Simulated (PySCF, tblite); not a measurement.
# C₄H₁₁NSi: geometry, infrared bands and NMR shifts

Wanted: the infrared bands and NMR shifts of C₄H₁₁NSi (`C=CCCN[SiH3]`), by calculation.

Programs: tblite 0.8.0 and PySCF 2.14.0, with density-fitted response routines of our own. Each step states its level of theory. These are calculated values for one molecule in the gas phase, unless marked as measured. Atoms count from 0, in the outputs and in this text.

### 1 The molecule as given

17 atoms, charge 0, multiplicity 1; geometry from: force field or distance geometry start.

Bonds of the start (Å): C0–C1 1.34, C1–C2 1.50, C2–C3 1.53, C3–N4 1.42, N4–Si5 1.81, C0–H6 1.08, C0–H7 1.08, C1–H8 1.10, C2–H9 1.12, C2–H10 1.10, C3–H11 1.14, C3–H12 1.11, N4–H13 1.04, Si5–H14 1.47, Si5–H15 1.49, Si5–H16 1.48.

### 2 Relaxing the molecule with GFN2-xTB

Job settings and geometry (Å):

```
{"job": {"kind": "relax", "xc": "GFN2-xTB", "basis": "xTB"}, "charge": 0, "multiplicity": 1}
C      1.825100    -0.511300    -1.302700
C      1.729400    -0.250500     0.010800
C      0.590500    -0.792500     0.828700
C     -0.216300     0.341800     1.461900
N     -0.773300     1.245500     0.519700
Si    -1.888900     0.391400    -0.613500
H      2.657900    -0.111100    -1.871100
H      1.065400    -1.094700    -1.811800
H      2.529800     0.342600     0.488200
H      0.955200    -1.483600     1.630500
H     -0.048300    -1.343400     0.115100
H     -1.057900    -0.173500     2.029000
H      0.439300     0.910500     2.157300
H     -1.266000     2.040600     0.972400
H     -1.256600     0.267400    -1.936900
H     -2.161500    -0.966600    -0.060200
H     -3.130800     1.199300    -0.678900
```

Run with:

```console
$ OMP_NUM_THREADS=1 python probes_run.py task.json out
```

The driver reads the jobs from task.json and runs them one after another.

**Question.** This job is followed by: GFN2-xTB harmonic vibrations, gas phase; GIAO PBE0/pcSseg-1 NMR shielding, non-relativistic, gas phase. Predict these results of the whole session: strongest single infrared mode (GFN2-xTB); zero-point energy (GFN2-xTB); 13C shifts against TMS (PBE0/pcSseg-1); 1H shifts against TMS (PBE0/pcSseg-1, means over atoms taken as alike); 15N shifts against NH3 (PBE0/pcSseg-1); 29Si shifts against TMS (PBE0/pcSseg-1); surface potential, 1st and 99th percentile.

As calculated:

| quantity | value |
| --- | --- |
| strongest single infrared mode (GFN2-xTB) | 2153 cm⁻¹, 369 km/mol |
| zero-point energy (GFN2-xTB) | 86.3 kcal/mol |
| 13C shifts against TMS (PBE0/pcSseg-1) | 145.6, 125.5, 47.0, 42.0 ppm |
| 1H shifts against TMS (PBE0/pcSseg-1, means over atoms taken as alike) | 5.94, 5.49, 5.49, 4.61, 2.89, 2.20, 0.38 ppm |
| 15N shifts against NH3 (PBE0/pcSseg-1) | 20.5 ppm |
| 29Si shifts against TMS (PBE0/pcSseg-1) | -59.3 ppm |
| surface potential, 1st and 99th percentile | -1.11 V and 1.10 V |

Over 135 steps the energy fell by 0.579 eV; of the close pairs, N4–Si5 changed most, 1.805 to 1.719 Å. All 45 modes are real, so the xTB geometry is a minimum. The strongest single mode, at 2153 cm⁻¹, moves mainly H14. GFN2-xTB is a fitted tight-binding method: band positions and strengths are rough. Its intensities can rank the bands wrongly. The most deshielded carbon is C1 (alkene CH), at 145.6 ppm: the olefinic region. H8 (hydrogen on an alkene CH) lies farthest downfield among hydrogen, at 5.94 ppm; attached to an sp2 carbon and in the plane of the double bond. At PBE0/pcSseg-1: The widest tensor belongs to C1: span 233 ppm, with a paramagnetic part of -217 ppm.
